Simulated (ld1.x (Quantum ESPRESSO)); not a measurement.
# Pseudopotential generation for F: PAW, PBE

Task: generate the file, and judge it by its errors in other configurations, its logarithmic derivatives, its ghosts and its cutoff.

Method: ld1.x (Quantum ESPRESSO) 7.5, PBE, scalar-relativistic.

### 1 The atom and the settings

Typed settings, in words:

```json
{
  "element": "fluorine (F, Z = 9)",
  "type": "PAW",
  "frozen core": "[He]",
  "valence charge": "7",
  "reference configuration": "2s2 2p5",
  "partial waves": "2s (bound): rcut 0.50, rcutus 0.65 bohr; 2s channel at 1.8 Ry: rcut 0.50, rcutus 0.65 bohr; 2p (bound): rcut 1.65, rcutus 1.85 bohr; 2p channel at 1.45 Ry: rcut 1.65, rcutus 1.85 bohr",
  "local potential": "all-electron potential smoothed inside 0.55 bohr (lloc = -1)",
  "core correction": "Bessel-smoothed model core inside 0.50 bohr",
  "augmentation charge": "PSQ, inside the norm-conserving radii"
}
```

The outer shells as boxes (Hund's rule for the drawing; the calculation is spin-unpolarised):

```
[He] core
2s [↑↓]
2p [↑↓][↑↓][↑ ]
```

### 2 Generation

The input, F.in:

```
 &input
   title='F', zed=9., rel=1, dft='PBE', iswitch=3,
   config='[He] 2s2 2p5',
   nld=2, rlderiv=2.00, eminld=-4.0, emaxld=5.0, deld=0.02
 /
 &inputp
   pseudotype=3, lpaw=.true., tm=.true., lloc=-1, rcloc=0.55,
   nlcc=.true., new_core_ps=.true., rcore=0.50,
   which_augfun='PSQ', rmatch_augfun_nc=.true.,
   file_pseudopw='F.UPF', file_wfcaegen='ae.wfc', file_wfcncgen='nc.wfc', file_beta='beta', file_chi='chi', file_wfcusgen='us.wfc'
 /
4
2S  1  0   2.00   0.00  0.50  0.65  0.0
2S  1  0   0.00   1.80  0.50  0.65  0.0
2P  2  1   5.00   0.00  1.65  1.85  0.0
2P  2  1   0.00   1.45  1.65  1.85  0.0
 &test
   configts(1)='2s2 2p5'
 /
```

Command:

```sh
$ ld1.x < F.in > F.out
```

The output, F.out (without the banner and most projector matrices):

```text
     Program LD1 v.7.5
     --------------------------- All-electron run ----------------------------

     F
     scalar relativistic calculation

     atomic number is  9.00
     dft =PBE   lsd =0 sic =0 latt =0  beta=0.20 tr2=1.0E-14
     Exchange-correlation= PBE
                           (   1   4   3   4   0   0   0)
     mesh =1105 r(mesh) =  99.76081 a.u. xmin = -7.00 dx = 0.01250
     1 Ry =  13.60569312 eV, c = 137.03599908

     n l     nl                  e(Ry)          e(Ha)          e(eV)
     1 0     1S 1( 2.00)       -48.7570       -24.3785      -663.3734
     2 0     2S 1( 2.00)        -2.1976        -1.0988       -29.8996
     2 1     2P 1( 5.00)        -0.8167        -0.4083       -11.1117

     final scf error:  6.3E-15 reached in  26 iterations

     Etot =    -199.489330 Ry,     -99.744665 Ha,   -2714.190600 eV

     Ekin =     199.322998 Ry,      99.661499 Ha,    2711.927538 eV
     Encl =    -477.724055 Ry,    -238.862027 Ha,   -6499.766885 eV
     Eh   =      99.339620 Ry,      49.669810 Ha,    1351.584389 eV
     Exc  =     -20.427893 Ry,     -10.213946 Ha,    -277.935642 eV

     normalization and overlap integrals

     s(1S/1S) =  1.000000  <r> =   0.1763  <r2> =    0.0420  r(max) =   0.1139
     s(2S/2S) =  1.000000  <r> =   1.0034  <r2> =    1.2282  r(max) =   0.7617
     s(2P/2P) =  1.000000  <r> =   1.1050  <r2> =    1.6384  r(max) =   0.7066

     ------------------------ End of All-electron run ------------------------

     --------------------- Generating PAW atomic setup --------------------

      Generating local potential from pseudized AE potential:
      Matching radius rcloc =   0.5500

      Local pseudo, rcloc= 0.550 Estimated cut-off energy=    78.48 Ry

      Computing core charge for nlcc:

       r > 0.50 : true rho core
      Core charge pseudized with two Bessel functions
      Integrated core pseudo-charge :   0.45
      Wfc-us  2S rcutus= 0.656  Estimated cut-off energy=    99.70 Ry
      Wfc-us  2S rcutus= 0.656  Estimated cut-off energy=   105.82 Ry
      Wfc-us  2P rcutus= 1.827  Estimated cut-off energy=    24.24 Ry
      Wfc-us  2P rcutus= 1.827  Estimated cut-off energy=    48.72 Ry

     Required augmentation: PSQ   radius:    1.850000

     Q pseudized with Bessel functions
     Expected ecutrho=    1191.0704 due to l1=  0   l2=  1

     Estimated PAW energy =  -59.076593 Ryd

     The PAW screened D coefficients
     2.53353     2.84575     0.00000     0.00000
     2.84575     3.19432     0.00000     0.00000
     0.00000     0.00000    -0.80305     0.14888
     0.00000     0.00000     0.14888    -1.60539

     The PAW descreened D coefficients (US)
     2.22191     2.43278     0.00000     0.00000
     2.43278     2.65384     0.00000     0.00000
     0.00000     0.00000     3.92780     0.64005
     0.00000     0.00000     0.64005    -8.60958

     ------------------- End of pseudopotential generation -------------------

     [... the all-electron block is printed once more ...]


     Computing logarithmic derivative in   2.00681
     Computing logarithmic derivative in   2.00681
     Computing the partial wave expansion
     R is outside the sphere for l=    0 j= 0.00
     R is outside the sphere for l=    0 j= 0.00
     R is outside the sphere for l=    1 j= 0.00
     R is outside the sphere for l=    1 j= 0.00

     ---------------------- Testing the pseudopotential ----------------------

     F
     scalar relativistic calculation

     atomic number is  9.00   valence charge is  7.00
     dft = SLA  PW   PBX  PBC   lsd =0 sic =0 latt =0  beta=0.20 tr2=1.0E-14
     mesh =1105 r(mesh) =  99.76081 xmin = -7.00 dx = 0.01250

     n l     nl             e AE (Ry)        e PS (Ry)    De AE-PS (Ry)
     1 0     2S   1( 2.00)       -2.19758       -2.19763        0.00005
     2 1     2P   1( 5.00)       -0.81670       -0.81668       -0.00001

     eps = 3.4E-15  iter = 13

     Etot =    -199.489330 Ry,     -99.744665 Ha,   -2714.190600 eV
     Etotps =   -59.076727 Ry,     -29.538363 Ha,    -803.779818 eV

     Ekin =      50.391858 Ry,      25.195929 Ha,     685.616150 eV
     Encl =    -131.496092 Ry,     -65.748046 Ha,   -1789.095470 eV
     Ehrt =      42.455421 Ry,      21.227710 Ha,     577.635426 eV
     Ecxc =     -20.427914 Ry,     -10.213957 Ha,    -277.935924 eV
     (Ecc =      -0.927704 Ry,      -0.463852 Ha,     -12.622053 eV)

     ---------------------- End of pseudopotential test ----------------------
```

Run time: 1.5 s. Hardware: 1 thread of Neoverse-V1, shared host. This counts the later configuration tests of the new file too.

All-electron and pseudo partial waves u(r) = r·R(r), from the program's wave files:

```
r (bohr)   2p AE   2p PS    2s AE   2s PS
   0.093  0.1235  0.0120  -0.4519  0.1387
   0.185  0.3386  0.0465  -0.2323  0.2854
   0.278  0.5419  0.1015   0.1405  0.4469
   0.370  0.6978  0.1719   0.4776  0.6136
   0.463  0.8067  0.2538   0.7339  0.7739
   0.555  0.8714  0.3396   0.8995  0.9047
   0.648  0.9014  0.4250   0.9913  0.9913
   0.740  0.9047  0.5028   1.0244  1.0244
   0.833  0.8891  0.5697   1.0163  1.0163
   0.925  0.8609  0.6209   0.9806  0.9806
   1.018  0.8241  0.6555   0.9270  0.9270
   1.110  0.7828  0.6723   0.8639  0.8639
   1.203  0.7386  0.6726   0.7956  0.7956
   1.295  0.6940  0.6586   0.7270  0.7270
   1.388  0.6492  0.6332   0.6591  0.6591
   1.480  0.6060  0.6002   0.5950  0.5950
   1.573  0.5640  0.5627   0.5341  0.5341
   1.665  0.5244  0.5243   0.4784  0.4784
   1.758  0.4864  0.4864   0.4266  0.4266
   1.850  0.4510  0.4510   0.3799  0.3799
   1.943  0.4175  0.4175   0.3373  0.3373
   2.035  0.3865  0.3865   0.2993  0.2993
   2.128  0.3573  0.3573   0.2648  0.2648
   2.220  0.3304  0.3304   0.2343  0.2343
   2.313  0.3051  0.3051   0.2068  0.2068
   2.405  0.2820  0.2820   0.1826  0.1826
```

### 3 Testing the new file in other configurations

The input, F.test.in:

```
 &input
   title='F', zed=9., rel=1, dft='PBE', iswitch=2,
   config='[He] 2s2 2p5'
 /
 &test
   file_pseudo='F.UPF', nconf=8,
   configts(1)='2s2 2p5',
   configts(2)='2s2 2p4',
   configts(3)='2s2 2p3',
   configts(4)='2s2 2p2',
   configts(5)='2s1 2p6',
   configts(6)='2s1 2p5',
   configts(7)='2s2 2p1',
   configts(8)='2s2 2p4.5'
 /
```

Command:

```sh
$ ld1.x < F.test.in > F.test.out
```

F.test.out, the pseudopotential blocks, each with the warnings that came before it:

```text
     ---------------------- Testing the pseudopotential ----------------------

     F
     scalar relativistic calculation

     atomic number is  9.00   valence charge is  7.00
     dft =SLA  PW   PBX  PBC   lsd =0 sic =0 latt =0  beta=0.20 tr2=1.0E-14
     mesh =1105 r(mesh) =  99.76081 xmin = -7.00 dx = 0.01250

     n l     nl             e AE (Ry)        e PS (Ry)    De AE-PS (Ry)
     1 0     2S   1( 2.00)       -2.19758       -2.19763        0.00005
     2 1     2P   1( 5.00)       -0.81670       -0.81668       -0.00001

     eps = 3.5E-15  iter = 13

     Etot =    -199.489330 Ry,     -99.744665 Ha,   -2714.190600 eV
     Etotps =   -59.076727 Ry,     -29.538363 Ha,    -803.779818 eV

     Ekin =      50.391858 Ry,      25.195929 Ha,     685.616158 eV
     Encl =    -131.496092 Ry,     -65.748046 Ha,   -1789.095481 eV
     Ehrt =      42.455421 Ry,      21.227710 Ha,     577.635429 eV
     Ecxc =     -20.427914 Ry,     -10.213957 Ha,    -277.935925 eV
     (Ecc =      -0.927704 Ry,      -0.463852 Ha,     -12.622053 eV)

     ---------------------- End of pseudopotential test ----------------------

     Warning: n=2, l=1 expected 0 nodes, found 1
     ---------------------- Testing the pseudopotential ----------------------

     F
     scalar relativistic calculation

     atomic number is  9.00   valence charge is  7.00
     dft =SLA  PW   PBX  PBC   lsd =0 sic =0 latt =0  beta=0.20 tr2=1.0E-14
     mesh =1105 r(mesh) =  99.76081 xmin = -7.00 dx = 0.01250

     n l     nl             e AE (Ry)        e PS (Ry)    De AE-PS (Ry)
     1 0     2S   1( 2.00)       -3.48292       -4.18500        0.70208  !
     2 1     2P   1( 4.00)       -2.08065       -2.61046        0.52981  !

     eps = 4.1E-15  iter = 42

     Etot =    -198.064175 Ry,     -99.032088 Ha,   -2694.800384 eV
     Etotps =   -57.300053 Ry,     -28.650027 Ha,    -779.606939 eV
     dEtot_ae =       1.425155 Ry
     dEtot_ps =       1.776674 Ry,   Delta E=      -0.351519 Ry

     Ekin =      37.543261 Ry,      18.771630 Ha,     510.802086 eV
     Encl =    -106.328723 Ry,     -53.164362 Ha,   -1446.675980 eV
     Ehrt =      29.860948 Ry,      14.930474 Ha,     406.278893 eV
     Ecxc =     -18.375539 Ry,      -9.187769 Ha,    -250.011938 eV
     (Ecc =      -0.927704 Ry,      -0.463852 Ha,     -12.622053 eV)

     ---------------------- End of pseudopotential test ----------------------

     ---------------------- Testing the pseudopotential ----------------------

     F
     scalar relativistic calculation

     atomic number is  9.00   valence charge is  7.00
     dft =SLA  PW   PBX  PBC   lsd =0 sic =0 latt =0  beta=0.20 tr2=1.0E-14
     mesh =1105 r(mesh) =  99.76081 xmin = -7.00 dx = 0.01250

     n l     nl             e AE (Ry)        e PS (Ry)    De AE-PS (Ry)
     1 0     2S   1( 2.00)       -4.99731       -5.79783        0.80052  !
     2 1     2P   1( 3.00)       -3.60167       -4.03693        0.43526  !

     eps = 1.0E-14  iter = 25

     Etot =    -195.242940 Ry,     -97.621470 Ha,   -2656.415526 eV
     Etotps =   -53.961898 Ry,     -26.980949 Ha,    -734.189021 eV
     dEtot_ae =       4.246390 Ry
     dEtot_ps =       5.114829 Ry,   Delta E=      -0.868440 Ry

     Ekin =      34.058764 Ry,      17.029382 Ha,     463.393094 eV
     Encl =     -92.238658 Ry,     -46.119329 Ha,   -1254.970872 eV
     Ehrt =      21.238095 Ry,      10.619047 Ha,     288.959001 eV
     Ecxc =     -17.020099 Ry,      -8.510050 Ha,    -231.570245 eV
     (Ecc =      -0.927704 Ry,      -0.463852 Ha,     -12.622053 eV)

     ---------------------- End of pseudopotential test ----------------------

     ---------------------- Testing the pseudopotential ----------------------

     F
     scalar relativistic calculation

     atomic number is  9.00   valence charge is  7.00
     dft =SLA  PW   PBX  PBC   lsd =0 sic =0 latt =0  beta=0.20 tr2=1.0E-14
     mesh =1105 r(mesh) =  99.76081 xmin = -7.00 dx = 0.01250

     n l     nl             e AE (Ry)        e PS (Ry)    De AE-PS (Ry)
     1 0     2S   1( 2.00)       -6.70364       -7.29397        0.59033  !
     2 1     2P   1( 2.00)       -5.34782       -5.33326       -0.01456  !

     eps = 5.6E-15  iter = 46

     Etot =    -190.786158 Ry,     -95.393079 Ha,   -2595.777923 eV
     Etotps =   -49.268855 Ry,     -24.634428 Ha,    -670.336927 eV
     dEtot_ae =       8.703171 Ry
     dEtot_ps =       9.807872 Ry,   Delta E=      -1.104700 Ry

     Ekin =      32.542995 Ry,      16.271497 Ha,     442.770001 eV
     Encl =     -80.610917 Ry,     -40.305459 Ha,   -1096.767403 eV
     Ehrt =      14.657755 Ry,       7.328877 Ha,     199.428916 eV
     Ecxc =     -15.858688 Ry,      -7.929344 Ha,    -215.768441 eV
     (Ecc =      -0.927704 Ry,      -0.463852 Ha,     -12.622053 eV)

     ---------------------- End of pseudopotential test ----------------------

     ---------------------- Testing the pseudopotential ----------------------

     F
     scalar relativistic calculation

     atomic number is  9.00   valence charge is  7.00
     dft =SLA  PW   PBX  PBC   lsd =0 sic =0 latt =0  beta=0.20 tr2=1.0E-14
     mesh =1105 r(mesh) =  99.76081 xmin = -7.00 dx = 0.01250

     n l     nl             e AE (Ry)        e PS (Ry)    De AE-PS (Ry)
     1 0     2S   1( 1.00)       -2.23280       -2.31357        0.08077  !
     2 1     2P   1( 6.00)       -0.84819       -0.93217        0.08398  !

     eps = 4.0E-15  iter = 34

     Etot =    -198.106554 Ry,     -99.053277 Ha,   -2695.376983 eV
     Etotps =   -57.696618 Ry,     -28.848309 Ha,    -785.002480 eV
     dEtot_ae =       1.382775 Ry
     dEtot_ps =       1.380109 Ry,   Delta E=       0.002666 Ry

     Ekin =      46.863381 Ry,      23.431690 Ha,     637.608777 eV
     Encl =    -126.040970 Ry,     -63.020485 Ha,   -1714.874765 eV
     Ehrt =      41.599564 Ry,      20.799782 Ha,     565.990903 eV
     Ecxc =     -20.118592 Ry,     -10.059296 Ha,    -273.727395 eV
     (Ecc =      -0.927704 Ry,      -0.463852 Ha,     -12.622053 eV)

     ---------------------- End of pseudopotential test ----------------------
```

3 tests gave no usable energy difference (2s1 2p5; 2s2 2p1; 2s2 2p4.5); the test run stopped with "negative rho".

Excitation and ionisation energies from 2s2 2p5, with the error of the potential. A star marks tests that logged a warning.

```tsv
valence configuration	charge	ΔE all-electron (eV)	error AE − PS (meV)
2s2 2p4 *	+1	19.390	-4783
2s2 2p3	+2	57.775	-11816
2s2 2p2	+3	118.413	-15030
2s1 2p6	0	18.814	+36
```

### 4 Does it scatter like the atom?

Taken from the files of the generation run. The phase is arctan(r·u′/u) with u = r·R, unwrapped, with energies in Ry. A pole is an energy at which the radial function vanishes at the test radius. The pseudo phase is shifted by a multiple of π to meet the all-electron one at the reference energy. Levels narrower than the energy grid can be missing from the poles. Left out: p, where the overlap operator is not positive , so their phases aren't trusted. The last column is the largest difference on the grid between −1 and +1 Ry.

| channel | radius (bohr) | reference (Ry) | poles AE | poles PS | window around the reference with phases within 0.05 rad (Ry) | largest difference near zero (rad) |
| --- | --- | --- | --- | --- | --- | --- |
| s | 2.01 | -2.20 | -1.89 | -1.89 | the whole range | 0.000 |

Phases (rad) along the scan:

| E (Ry) | s AE | s PS |
| --- | --- | --- |
| -4.00 | 1.268 | 1.268 |
| -3.52 | 1.220 | 1.220 |
| -3.04 | 1.117 | 1.117 |
| -2.56 | 0.614 | 0.614 |
| -2.08 | -1.413 | -1.413 |
| -1.60 | -1.684 | -1.684 |
| -1.12 | -1.777 | -1.777 |
| -0.64 | -1.842 | -1.842 |
| -0.16 | -1.906 | -1.905 |
| 0.32 | -1.982 | -1.982 |
| 0.80 | -2.088 | -2.088 |
| 1.28 | -2.255 | -2.255 |
| 1.76 | -2.553 | -2.553 |
| 2.24 | -3.080 | -3.080 |
| 2.72 | -3.695 | -3.695 |
| 3.20 | -4.093 | -4.093 |
| 3.68 | -4.309 | -4.309 |
| 4.16 | -4.434 | -4.435 |
| 4.64 | -4.516 | -4.516 |

### 5 Cutoff and ghost test in a Bessel basis

This step uses the generator's waves and projectors in a separate script. Basis: spherical Bessel functions vanishing at 20 bohr, q² up to the cutoff; potential fixed at the reference.

No cutoffs are read. The overlap operator is not positive in p (lowest eigenvalue -7.981), so the test is not defined there. The ghost test is not conclusive.

### 6 What came out

| quantity | value |
| --- | --- |
| cutoffs | not determined |
| bound ghosts | not determined |
| largest test error (AE − PS) | -15030 meV, for 2s2 2p2 (3 tests unsolved) |
| largest phase difference near zero energy, channels read | 0.000 rad |
| lowest eigenvalue of the overlap (Bessel basis) | -7.981 (p) |
| density cutoff estimated by the generator | 1191 Ry |

What this shows: The overlap operator is not positive definite in p, so a plane-wave run would break down once the basis is large enough. By total energies transferability is poor: the largest error is 15030 meV on 118.4 eV, for 2s2 2p2. That test lies far up in energy; among those under 40 eV, nearer to bonding, the largest error is 4783 meV. The test run broke off, so later configurations gave nothing; the verdict rests on few tests. No cutoffs are read. Ghosts could not be judged. Near zero energy the phases of the channels with partial waves that could be evaluated agree within 0.001 rad. These are tests on the free atom; a crystal test is still owed.
